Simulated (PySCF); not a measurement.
# C2H5AsGe: the cost of one run

The runs use PySCF 2.14.0, with density-fitted response routines of our own; the level of theory stands in each step. All values are computed, except where a source is named. Atoms are numbered from 0 throughout.

## 1. The molecule as given

9 atoms, charge 0, multiplicity 1; geometry from: GFN2-xTB.

Bonds of the start (Å): C0–C1 1.20, C1–Ge2 1.91, Ge2–As3 2.39, C0–H4 1.05, Ge2–H5 1.52, Ge2–H6 1.52, As3–H7 1.50, As3–H8 1.50.

## 2. Geometry optimisation at PBE0-D3(BJ)/def2-SVP

Job settings and geometry (Å):

```
{"job": {"xc": "PBE0", "basis": "def2-SVP", "d3": "d3bj", "grid": 1, "kind": "geom"}, "charge": 0, "multiplicity": 1}
C      2.336193    -0.305081     0.039437
C      1.251188     0.208304    -0.041200
Ge    -0.519500     0.908697    -0.145572
As    -2.231731    -0.731364     0.123900
H      3.298634    -0.728896     0.102703
H     -0.565333     1.637757    -1.474446
H     -0.555887     2.016463     0.889228
H     -1.506005    -1.663946    -0.802540
H     -1.493998    -1.335943     1.283311
```

On the command line:

```sh
$ OMP_NUM_THREADS=1 python probes_run.py task.json out
```

One launch serves the whole session: the jobs run in the order shown.

Q: Estimate the wall time and peak memory of this first job on 1 thread of Arm Neoverse V1, shared host.

About 48 s, with a peak of 0.49 GiB.
